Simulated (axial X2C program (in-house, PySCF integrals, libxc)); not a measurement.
# LaP⁻: EOM-EA-CCSD levels

Wanted for LaP⁻: EOM-EA-CCSD levels, at the two-component level.

Program: an in-house X2C program for linear molecules on PySCF integrals. Level of theory: two-component X2C with atomic mean-field terms, La dyall-cv3z, P dyall-av3z. These are calculated values, not measurements.

**1. The job**

File task.json:

```json
{"zs": [57, 15], "q": -1, "bas": ["dyall-cv3z", "dyall-av3z"], "r0": 2.41, "eom": "ea", "thr": -2.0, "nmax": 92, "grid": [1, 0.96, 1.045, 0.92, 1.09, 1.15], "rq": 0}
```

Keys: zs atomic numbers; q charge; bas basis sets; r0 starting distance in Å; eom kind of EOM run; thr threshold in hartree for freezing inner shells (an s shell follows its p shell); nmax most natural virtual spinors; grid distances as factors.

The run is started by

```bash
python soeom.py task.json out
```

The runs that follow: EOM-EA-CCSD at 2.372 Å.

Q: Predict the outcome of this session. Wanted: next root led by one particle; T1 of the reference; lowest state, Re and ωe.

**Answer**, as computed:

| quantity | value |
| --- | --- |
| lowest root at 2.372 Å | Ω = 1/2, 1.016 eV |
| next root led by one particle | Ω = 1/2, about 8570 cm⁻¹ higher |
| T1 of the reference | 0.030 |
| lowest state, Re and ωe | 2.438 Å, 417 cm⁻¹ |

**Reading.** The added electron is bound by 1.02 eV in a spinor of 64% La sσ, 14% La pσ, 10% La dσ. Errors of 0.1 to 0.3 eV are usual at this size, and roots led by higher excitations are left out, so the list is incomplete, and low states of that kind can be missing. T1 or the largest double amplitude of the reference is raised, which lowers the reliability. The bond is 0.043 Å longer than in the closed-shell reference at CCSD (2.395 Å).
